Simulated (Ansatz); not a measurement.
# C2H7AlO: small, medium and large basis sets

An exercise on one series of results from a longer session: the logs are not shown, and one member is left open.

Program: Ansatz 0.2.0, Gaussian basis. Level of theory: one geometry, several basis sets. These are calculated values, not measurements.

Plan: PBE0-D4/def2-SVP; ωB97M-V/def2-SVP; PBE0-D4/def2-QZVPP; ωB97M-V/def2-QZVPP; the functionals' def2-TZVPP values are taken from earlier runs.

### Structure used throughout

All runs share one geometry, relaxed beforehand with PBE0-D4 in a triple-zeta def2 set.

11 atoms, charge 0, spin multiplicity 1.

Atoms are counted from 1 here; the program's logs count them from 0.

Bond lengths: C1–C2 1.497 Å, C1–H5 1.094 Å, C1–H6 1.096 Å, C1–H7 1.092 Å, C2–O3 1.537 Å, C2–Al4 1.950 Å, C2–H8 1.091 Å, O3–Al4 1.958 Å, O3–H9 0.961 Å, Al4–H10 1.585 Å, Al4–H11 1.589 Å. Angles: C2–C1–H5 108.5°, C2–C1–H6 112.9°, C2–C1–H7 111.6°, H5–C1–H6 107.9°, H5–C1–H7 107.4°, H6–C1–H7 108.3°, C1–C2–O3 109.0°, C1–C2–Al4 128.4°, C1–C2–H8 112.4°, O3–C2–Al4 67.1°, O3–C2–H8 107.0°, Al4–C2–H8 117.8°, C2–O3–Al4 66.6°, C2–O3–H9 111.1°, Al4–O3–H9 121.2°, C2–Al4–O3 46.3°, C2–Al4–H10 119.8°, C2–Al4–H11 117.0° and more.

The first run:

Input file in.yaml:

```yaml
crystal:
  periodic: [false, false, false]
  atoms:
    - {symbol: C, position_ang: [-0.953861, 1.161584, 0.221259]}
    - {symbol: C, position_ang: [-0.440692, -0.236934, 0.074508]}
    - {symbol: O, position_ang: [0.861742, -0.379605, 0.877794]}
    - {symbol: Al, position_ang: [1.051933, -0.871804, -1.008085]}
    - {symbol: H, position_ang: [-1.847442, 1.269569, -0.400232]}
    - {symbol: H, position_ang: [-1.229578, 1.409502, 1.252557]}
    - {symbol: H, position_ang: [-0.224504, 1.896821, -0.125452]}
    - {symbol: H, position_ang: [-1.138783, -0.979744, 0.463307]}
    - {symbol: H, position_ang: [0.775899, -1.050136, 1.561100]}
    - {symbol: H, position_ang: [1.969447, 0.169704, -1.774014]}
    - {symbol: H, position_ang: [1.241140, -2.445858, -1.122044]}
basis:
  gaussian: {orbitals: def2-SVP}
hamiltonian: {xc: pbe0, dispersion: d4}
output: {orbitals: {seedname: orbitals}}
```

Started as:

```bash
$ ansatz run in.yaml --threads 2 --pin off --events-out ev --progress --plain --max-ram 4352MiB
```

Steps of the session up to this table: PBE0-D4 in def2-SVP; ωB97M-V in def2-SVP; PBE0-D4 in def2-QZVPP; ωB97M-V in def2-QZVPP.

One table of the session follows, with a row left open; its other results are not shown here.

It belongs to the step «Functionals by basis». 

```
functional       basis  HOMO (eV)  LUMO (eV)
   PBE0-D4    def2-SVP      -7.01       0.03
   PBE0-D4  def2-TZVPP      -7.04      -0.26
   PBE0-D4  def2-QZVPP      -7.05      -0.47
   ωB97M-V    def2-SVP          ?          ?
   ωB97M-V  def2-TZVPP      -9.31       1.25
   ωB97M-V  def2-QZVPP      -9.32       0.70
```

**Question.** Estimate the row for ωB97M-V, def2-SVP.

As computed: HOMO (eV): -9.25; LUMO (eV): 1.70. In the column «HOMO (eV)» it lies between ωB97M-V, def2-TZVPP (-9.31) and PBE0-D4, def2-QZVPP (-7.05).
